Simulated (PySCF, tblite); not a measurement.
**C7H16P2: geometry, infrared bands and NMR shifts**

Aim: predict the infrared bands and NMR shifts of C7H16P2 (`CP(C)CP(C)C1CC1`).

Programs: tblite 0.8.0 and PySCF 2.14.0, with density-fitted response routines of our own. Each step states its level of theory. These are calculated values for one molecule in the gas phase, unless marked as measured. Atoms count from 0, in the outputs and in this text.

### 1 The molecule as given

25 atoms, charge 0, multiplicity 1; geometry from: force field or distance geometry start.

Bonds of the start (Å): C0–P1 1.85, P1–C2 1.82, P1–C3 1.86, C3–P4 1.87, P4–C5 1.84, P4–C6 1.84, C6–C7 1.50, C7–C8 1.50, C8–C6 1.51, C0–H9 1.09, C0–H10 1.09, C0–H11 1.11, C2–H12 1.11, C2–H13 1.09, C2–H14 1.10, C3–H15 1.07, C3–H16 1.10, C5–H17 1.09, C5–H18 1.10, C5–H19 1.09, C6–H20 1.08, C7–H21 1.09, C7–H22 1.08, C8–H23 1.07, C8–H24 1.09.

### 2 Relaxing the molecule with GFN2-xTB

The job: settings as JSON, then the geometry in Å.

```
{"job": {"kind": "relax", "xc": "GFN2-xTB", "basis": "xTB"}, "charge": 0, "multiplicity": 1}
C     -2.579600    -0.667300     1.315000
P     -2.318900     0.539300    -0.056900
C     -3.314500    -0.258700    -1.357500
C     -0.621600     0.024800    -0.620200
P      0.785000     0.483400     0.516800
C      0.881000     2.286700     0.169400
C      2.198600    -0.095300    -0.512600
C      2.734200    -1.471000    -0.222100
C      3.526200    -0.269100     0.184100
H     -1.964000    -0.423200     2.182100
H     -2.367400    -1.691500     1.004800
H     -3.635100    -0.632600     1.645800
H     -4.392800    -0.183500    -1.106300
H     -3.067700    -1.313200    -1.488800
H     -3.166500     0.257800    -2.316300
H     -0.448300     0.454800    -1.589000
H     -0.605000    -1.067900    -0.732100
H      0.031500     2.806500     0.611300
H      1.795600     2.706600     0.620400
H      0.908400     2.501200    -0.894900
H      2.212700     0.247800    -1.535100
H      2.280400    -2.070900     0.561800
H      3.098900    -2.052000    -1.051200
H      4.412400    -0.041100    -0.380000
H      3.605400    -0.047600     1.246300
```

On the command line:

```sh
> OMP_NUM_THREADS=1 python probes_run.py task.json out
```

This one command runs all jobs of the session in turn.

**Question.** This job is followed by: GFN2-xTB harmonic vibrations, gas phase; GIAO PBE0/pcSseg-1 NMR shielding, non-relativistic, gas phase. Predict these results of the whole session: strongest single infrared mode (GFN2-xTB); zero-point energy (GFN2-xTB); ¹³C shifts against TMS (PBE0/pcSseg-1, means over atoms taken as alike); ¹H shifts against TMS (PBE0/pcSseg-1, means over atoms taken as alike); ³¹P shifts against H3PO4 (PBE0/pcSseg-1).

The runs gave:

| quantity | value |
| --- | --- |
| strongest single infrared mode (GFN2-xTB) | 908 cm⁻¹, 74 km/mol |
| zero-point energy (GFN2-xTB) | 131.3 kcal/mol |
| ¹³C shifts against TMS (PBE0/pcSseg-1, means over atoms taken as alike) | 42.3, 20.2, 18.2, 17.6, 5.5 ppm |
| ¹H shifts against TMS (PBE0/pcSseg-1, means over atoms taken as alike) | 1.45, 1.29, 1.09, 0.71, 0.32, 0.31 ppm |
| ³¹P shifts against H3PO4 (PBE0/pcSseg-1) | -48.1, -80.3 ppm |

**Reading.** Over 74 steps the energy fell by 0.117 eV; of the close pairs, P1–C2 changed most, 1.822 to 1.852 Å. No mode is imaginary among the 69: a minimum at this level. The strongest single mode, at 908 cm⁻¹, is spread over many atoms; the largest shares are those of H11. GFN2-xTB is a fitted tight-binding method: band positions and strengths are rough. Its intensities can rank the bands wrongly. At PBE0/pcSseg-1: Shielding is most anisotropic at P4 (span 105 ppm, paramagnetic term -602 ppm).
